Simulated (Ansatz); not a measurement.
Here is an Ansatz 0.2.0 calculation.

input.yaml

```yaml
crystal:
  lattice:
    - [4.54136, 0.0, 0.0]
    - [-2.27068, 3.93293, 0.0]
    - [0.0, 0.0, 2.75646]
  atoms:
    - { symbol: Zr, position: [0.33333, 0.66667, 0.0] }
    - { symbol: Zr, position: [0.66667, 0.33333, 0.0] }
    - { symbol: C, position: [0.0, 0.0, 0.5] }
hamiltonian:
  xc: pbesol
  pseudopotentials: { kind: paw_fr }
magnetization:
  noncollinear: true
  spin_orbit: true
kpoints:
  mp_grid: { grid: [5, 5, 7] }
scf:
  occupations: { method: fermi_dirac, width: 0.05 }
output:
  forces: true
  stress: true
  eigenvalues: true
  write_density: true
  write_potential: true
  elf: true
  volumetric_format: npy
relax:
  f_tol: 0.01
  max_steps: 40
  cell: { stress_tol: 0.05 }
```

Potentials or basis: Ansatz PAW.

Command:

```console
$ ansatz run input.yaml --threads 2 --pin off --max-ram 5632MiB --backend cpu --events-out ev --progress --plain --runs-dir out
```

What does it give for the band gap on the k mesh?

None (metal or under the smearing width).

Predict the space group after relaxing (to 0.05 Å).

P6/mmm (No. 191).

What does it give for the relaxed cell?

a = 4.459 Å, b = 4.459 Å, c = 2.728 Å, α = 90.00°, β = 90.00°, γ = 120.00°.

Predict the relaxed volume.

15.66 Å³/atom.

Step by step:
| step | energy change (eV) | largest force (eV/Å) | volume (Å³) |
| --- | --- | --- | --- |
| 1 | 0.0000 | 0.0000 | 49.23 |
| 2 | -0.0082 | 0.0000 | 45.35 |
| 3 | -0.0338 | 0.0000 | 47.17 |
| 4 | -0.0342 | 0.0000 | 47.00 |
| 5 | -0.0342 | 0.0000 | 46.97 |
| 6 | -0.0329 | 0.0000 | 46.97 |

Caveat: the plane-wave basis is chosen anew once the cell has moved, so the energies of steps on either side of that aren't comparable; the PAW data sets come from PBE, with cores solved anew for the run's functional, which leaves a small shift of forces and pressure.
